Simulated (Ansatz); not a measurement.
# C: the cost of one run

Computed with Ansatz 0.2.0 (DFT LDA, scalar-relativistic, plane waves, PAW, unless a step's input says otherwise).

15 further runs of the same task are left out: 15 set aside as unsound or not needed.

### 1 The starting structure

The structure is hexagonal, space group P6_3/mmc (No. 194). The conventional cell has a = 2.445 Å, b = 2.445 Å, c = 29.088 Å, α = 90.00°, β = 90.00°, γ = 120.00°. C (site symmetry 3m) has 3 C at 1.41 Å as nearest neighbours. Around C (site symmetry -6m2) lie 3 C at 1.41 Å.

Structure file:

```xyz
12
Lattice="2.4446 0.0000 0.0000 -1.2223 2.1171 0.0000 0.0000 0.0000 29.0883" Properties=species:S:1:pos:R:3 pbc="T T T"
C     1.2223    0.7057   29.1301
C     1.2223    0.7057   14.5865
C     1.2223    0.7057   21.2302
C     1.2223    0.7057    6.6866
C     0.0000    0.0000   17.9094
C     0.0000    1.4114    6.6861
C     0.0000    0.0000    3.3652
C     1.2223    0.7057   17.9094
C     0.0000    1.4114   21.2308
C     0.0000    1.4114    3.3652
C     0.0000    1.4114   14.5860
C     0.0000    1.4114   29.1307
```

It goes back to an entry of the Materials Project, which need not be the stable form.

It is the result of an earlier relaxation at this level (volume 12.55 Å³/atom; gap on the mesh: 0.01 eV).

### 2 Plan of the line

Atoms count from 1 in the order of the input.

The energy is mapped over a free internal coordinate and the cell.

- shift of C8 along [0 0 1], its symmetry partners moved as symmetry demands (measured in the relaxed cell): 7 values from −0.169 to 0.169 Å
- volume per atom at fixed shape: 7 values from 10.79 to 14.30 Å³

Nothing else is relaxed (all other coordinates fixed). Energies count from the relaxed crystal. Points are written as (first, second).

### 3 Grid point (0.113 Å, 10.79 Å³)

input.yaml

```yaml
crystal:
  lattice:
    - [2.3247365973, 0.0, 0.0]
    - [-1.1623682987, 2.0132809504, 0.0]
    - [0.0, 0.0, 27.6620461979]
  atoms:
    - { symbol: C, position: [0.6666666667, 0.3333333333, 0.0014381788] }
    - { symbol: C, position: [0.6666666667, 0.3333333333, 0.5014563039] }
    - { symbol: C, position: [0.6666666667, 0.3333333333, 0.7298539282] }
    - { symbol: C, position: [0.6666666667, 0.3333333333, 0.2298723132] }
    - { symbol: C, position: [0.0, 0.0, 0.6156893956] }
    - { symbol: C, position: [0.3333333333, 0.6666666667, 0.2298539282] }
    - { symbol: C, position: [0.0, 0.0, 0.1156893956] }
    - { symbol: C, position: [0.6666666667, 0.3333333333, 0.6195642792] }
    - { symbol: C, position: [0.3333333333, 0.6666666667, 0.7298723132] }
    - { symbol: C, position: [0.3333333333, 0.6666666667, 0.1195642792] }
    - { symbol: C, position: [0.3333333333, 0.6666666667, 0.5014381788] }
    - { symbol: C, position: [0.3333333333, 0.6666666667, 0.0014563039] }
basis:
  ecutwfc: 520.0
kpoints:
  mp_grid: { grid: [18, 18, 2] }
hamiltonian:
  xc: lda
  pseudopotentials: { kind: paw, azcp: { folder: soft_1 } }
scf:
  occupations: { method: gaussian, width: 0.15 }
output:
  forces: true
  stress: true
  eigenvalues: true
```

Command:

```console
> ansatz run input.yaml --threads 4 --pin off --max-ram 8192MiB --backend cpu --events-out ev --progress --plain --runs-dir out
```

Q: Estimate wall time and peak memory on 4 threads of AMD EPYC 7R43 (Zen 3), shared host.

About 13 s, with a peak of 0.71 GiB.
